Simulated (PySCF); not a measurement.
# One shape, several levels: CH7BBrP (SMILES C[B@@H-]([P@@H3+])Br)

Wanted: a comparison of 6 runs (HF/STO-3G, HF/3-21G, HF/def2-SVP, B3LYP/6-31G*, BLYP/6-31G*) of CH7BBrP. 

The calculation is run with PySCF 2.14.0.

### 1 The system as given

CH7BBrP has 11 atoms, charge 0, and is taken as a singlet. As SMILES, `C[B@@H-]([P@@H3+])Br`. The coordinates come from a GFN2-xTB relaxation.

Bond lengths: C1–B2 1.612 Å, B2–P3 1.944 Å, B2–Br4 2.024 Å, C1–H5 1.091 Å, C1–H6 1.092 Å, C1–H7 1.090 Å, B2–H8 1.186 Å, P3–H9 1.398 Å, P3–H10 1.378 Å, P3–H11 1.378 Å. Some angles: C1–B2–P3 110.9°, C1–B2–Br4 113.2°, P3–B2–Br4 91.8°, C1–B2–H8 117.4°, P3–B2–H8 110.2°, Br4–B2–H8 110.4°, B2–C1–H5 111.7°, B2–C1–H6 112.9°, B2–C1–H7 111.1°, B2–P3–H9 128.6°.

### 2 Energy and gradient at HF/STO-3G (run 1)

calc.py

```python
import pyscf.grad
from pyscf import gto

system = gto.Mole()
system.atom = [
    ('C', (-0.439510, 0.601960, -1.359060)),
    ('B', (-0.710860, -0.317080, -0.063230)),
    ('P', (0.904730, -0.514350, 0.999560)),
    ('Br', (-1.650920, 0.669730, 1.433620)),
    ('H', (0.194860, 0.095340, -2.087350)),
    ('H', (0.041080, 1.551250, -1.113320)),
    ('H', (-1.371310, 0.844670, -1.868860)),
    ('H', (-1.215160, -1.375320, -0.240920)),
    ('H', (2.106060, -1.140920, 0.653130)),
    ('H', (1.425730, 0.690860, 1.416550)),
    ('H', (0.715300, -1.106130, 2.229890)),
]
system.verbose = 3
system.charge = 0
system.basis = 'sto-3g'
system.max_memory = 1860
system.build()

hf = system.RHF()
hf.conv_tol = 1e-10
hf.kernel()
if not hf.converged:
    hf = hf.newton().run(hf.mo_coeff, hf.mo_occ)

energy = hf.e_tot
print('Final energy', energy)
grad = hf.Gradients().kernel()
hf.analyze()
```

Launch:

```bash
OMP_NUM_THREADS=1 python calc.py
```

Log:

```text
converged SCF energy = -2947.46304551544
[... 13 lines left out ...]
MO #4   energy= -57.6413510441871  occ= 2
[... 7 lines left out ...]
MO #12  energy= -6.78614737225483  occ= 2
[... 7 lines left out ...]
MO #20  energy= -2.13787117453632  occ= 2
[... 7 lines left out ...]
MO #28  energy= -0.505302069977258 occ= 2
[... 7 lines left out ...]
MO #36  energy= 0.402728817170898  occ= 0
[... 7 lines left out ...]
MO #44  energy= 0.845630057129074  occ= 0
[... 12 lines left out ...]
Dipole moment(X, Y, Z, Debye):  5.65654, -1.85518,  1.04801
```

It took 7.5 s on 1 thread of Intel Xeon at 2.50GHz (Skylake/Cascade Lake), shared host; peak memory 0.12 GiB.

### 3 Energy and forces at HF/3-21G (run 2)

input.py

```python
import pyscf.grad
from pyscf import gto, scf

molecule = gto.M(
    atom='''
C     -0.439510     0.601960    -1.359060
B     -0.710860    -0.317080    -0.063230
P      0.904730    -0.514350     0.999560
Br    -1.650920     0.669730     1.433620
H      0.194860     0.095340    -2.087350
H      0.041080     1.551250    -1.113320
H     -1.371310     0.844670    -1.868860
H     -1.215160    -1.375320    -0.240920
H      2.106060    -1.140920     0.653130
H      1.425730     0.690860     1.416550
H      0.715300    -1.106130     2.229890
''',
    basis='3-21g',
    max_memory=1860,
    charge=0,
    verbose=4,
)

calc0 = scf.RHF(molecule)
calc0.conv_tol = 1e-10
calc0.kernel()
if not calc0.converged:
    calc0 = calc0.newton().run(calc0.mo_coeff, calc0.mo_occ)

e_final = calc0.e_tot
print('Final energy', e_final)
grad = calc0.Gradients().kernel()
calc0.analyze()
```

Launch:

```bash
OMP_NUM_THREADS=1 python input.py
```

Log:

```text
PySCF version 2.14.0

[... 88 lines left out ...]
MO #2   energy= -79.4514065482526  occ= 2
[... 12 lines left out ...]
MO #15  energy= -5.41501171348125  occ= 2
[... 12 lines left out ...]
MO #28  energy= -0.55224520725483  occ= 2
[... 12 lines left out ...]
MO #41  energy= 0.350745284633524  occ= 0
[... 12 lines left out ...]
MO #54  energy= 0.939455657485995  occ= 0
[... 12 lines left out ...]
MO #67  energy= 2.19034406531583   occ= 0
[... 81 lines left out ...]
Dipole moment(X, Y, Z, Debye):  4.88268, -1.58209,  0.47297
```

Wall time 8.7 s (1 thread of Intel Xeon at 2.50GHz (Skylake/Cascade Lake), shared host); peak memory 0.14 GiB.

Runs 3 to 5 aren't shown in full; the table further down has their settings and results.

### 4 Energy and gradient at B3LYP/6-31G(d) (Cartesian functions) (run 6)

geometry.xyz

```xyz
11
CH7BBrP
C     -0.439510     0.601960    -1.359060
B     -0.710860    -0.317080    -0.063230
P      0.904730    -0.514350     0.999560
Br    -1.650920     0.669730     1.433620
H      0.194860     0.095340    -2.087350
H      0.041080     1.551250    -1.113320
H     -1.371310     0.844670    -1.868860
H     -1.215160    -1.375320    -0.240920
H      2.106060    -1.140920     0.653130
H      1.425730     0.690860     1.416550
H      0.715300    -1.106130     2.229890
```

job.py

```python
# C[B@@H-]([P@@H3+])Br
from pyscf import gto, dft

mol = gto.M(
    atom='geometry.xyz',
    max_memory=1860,
    verbose=3,
    cart=True,
    spin=0,
    basis='6-31g*',
)

myscf = dft.RKS(mol)
myscf.xc = 'b3lyp'
myscf.conv_tol = 1e-10
myscf.grids.level = 5
myscf.kernel()
if not myscf.converged:
    myscf = myscf.newton().run(myscf.mo_coeff, myscf.mo_occ)

e_final = myscf.e_tot
print('Final energy', e_final)
grad = myscf.nuc_grad_method().kernel()
myscf.analyze()
```

Launch:

```bash
OMP_NUM_THREADS=1 python job.py
```

Log:

```text
converged SCF energy = -2982.42837219193
[... 22 lines left out ...]
MO #13  energy= -6.48582620623073  occ= 2
[... 16 lines left out ...]
MO #30  energy= -0.338437346145751 occ= 2
[... 16 lines left out ...]
MO #47  energy= 0.27350234940727   occ= 0
[... 16 lines left out ...]
MO #64  energy= 0.75808888190091   occ= 0
[... 16 lines left out ...]
MO #81  energy= 1.68004277589727   occ= 0
[... 16 lines left out ...]
MO #98  energy= 90.435600712455    occ= 0
[... 12 lines left out ...]
Dipole moment(X, Y, Z, Debye):  4.30367, -1.36666,  0.34537
```

It took 92 s on 1 thread of Intel Xeon at 2.50GHz (Skylake/Cascade Lake), shared host; peak memory 0.97 GiB.

### 5 The series

| run | level | integration grid | Cartesian functions | energy (Eh) | dipole moment (D) | HOMO energy (eV) | LUMO energy (eV) | wall time |
| --- | --- | --- | --- | --- | --- | --- | --- | --- |
| 1 | HF/STO-3G | – | no | -2947.463046 | 6.04 | -6.91 | 10.32 | 7.5 s |
| 2 | HF/3-21G | – | no | -2965.291528 | 5.15 | -9.82 | 4.09 | 8.7 s |
| 3 | HF/def2-SVP | – | no | -2979.331473 | 4.91 | -10.09 | 3.91 | 38 s |
| 4 | B3LYP/6-31G* (spherical functions) | 5 | no | -2982.416271 | 4.53 | -6.91 | 0.07 | 94 s |
| 5 | BLYP/6-31G* (spherical functions) | 5 | no | -2982.317969 | 4.31 | -5.72 | -0.45 | 95 s |
| 6 | B3LYP/6-31G* (Cartesian functions) | 5 | yes | -2982.428372 | 4.53 | -6.91 | 0.07 | 92 s |

### 6 Outcome

| quantity | value |
| --- | --- |
| run 6: total energy | -2982.42837 Eh |
| run 6: dipole moment | 4.53 D |
| run 6: HOMO energy | -6.91 eV |
| run 6: LUMO energy | 0.07 eV |
| run 6: HOMO–LUMO gap | 6.98 eV |
| run 6: largest force on an atom | 1.158 eV/Å |

**Reading.** The dipole moment (its size) runs from 4.31 D (BLYP/6-31G*) to 6.04 D (HF/STO-3G). The two ends differ in method and basis. The HOMO–LUMO gap runs from 5.27 eV (BLYP/6-31G*) to 17.24 eV (HF/STO-3G). Totals of different functionals can't be ranked against each other. In run 1 the basis is minimal, so the values are rough. All runs together took 5.6 min, the longest 95 s.
